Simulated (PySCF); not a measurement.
# C2H10BNSi: the cost of one run

Computed with PySCF 2.14.0, with density-fitted response routines of our own, on a single molecule in the gas phase. Atoms are numbered from 0 throughout.

### Step 1. Starting geometry

15 atoms, charge 0, multiplicity 1; geometry from: GFN2-xTB. The atoms were then displaced at random by about 0.01 Å, so the start is not that level's minimum.

Bonds of the start (Å): C0–Si1 1.90, Si1–C2 1.92, Si1–B3 2.00, B3–N4 1.35, C0–H5 1.11, C0–H6 1.10, C0–H7 1.05, Si1–H8 1.51, C2–H9 1.08, C2–H10 1.10, C2–H11 1.07, B3–H12 1.18, N4–H13 0.99, N4–H14 1.02.

### Step 2. Optimising the geometry at PBE0-D3(BJ)/def2-SVP

The job: settings as JSON, then the geometry in Å.

```
{"job": {"xc": "PBE0", "basis": "def2-SVP", "d3": "d3bj", "grid": 1, "shake": 0.01, "kind": "geom"}, "charge": 0, "multiplicity": 1}
C     -1.804580    -1.003420    -0.296620
Si    -0.277480    -0.075710     0.349750
C     -0.658770     1.799210     0.158640
B      1.436130    -0.582170    -0.550460
N      2.573930    -0.684130     0.163610
H     -2.730280    -0.641060     0.202950
H     -1.953480    -0.802800    -1.363640
H     -1.730630    -2.046400    -0.163870
H     -0.281070    -0.301650     1.843770
H     -1.590240     2.069540     0.630080
H      0.124340     2.399180     0.649510
H     -0.674880     2.093050    -0.872380
H      1.465140    -0.801570    -1.708620
H      3.454200    -0.917730    -0.216030
H      2.632370    -0.521730     1.166070
```

Command:

```sh
OMP_NUM_THREADS=1 python probes_run.py task.json out
```

The driver reads the jobs from task.json and runs them one after another.

**Question.** How long does this first job take on 1 thread of Arm Neoverse V1, shared host, and how much memory does it need?

About 58 s, with a peak of 0.52 GiB.
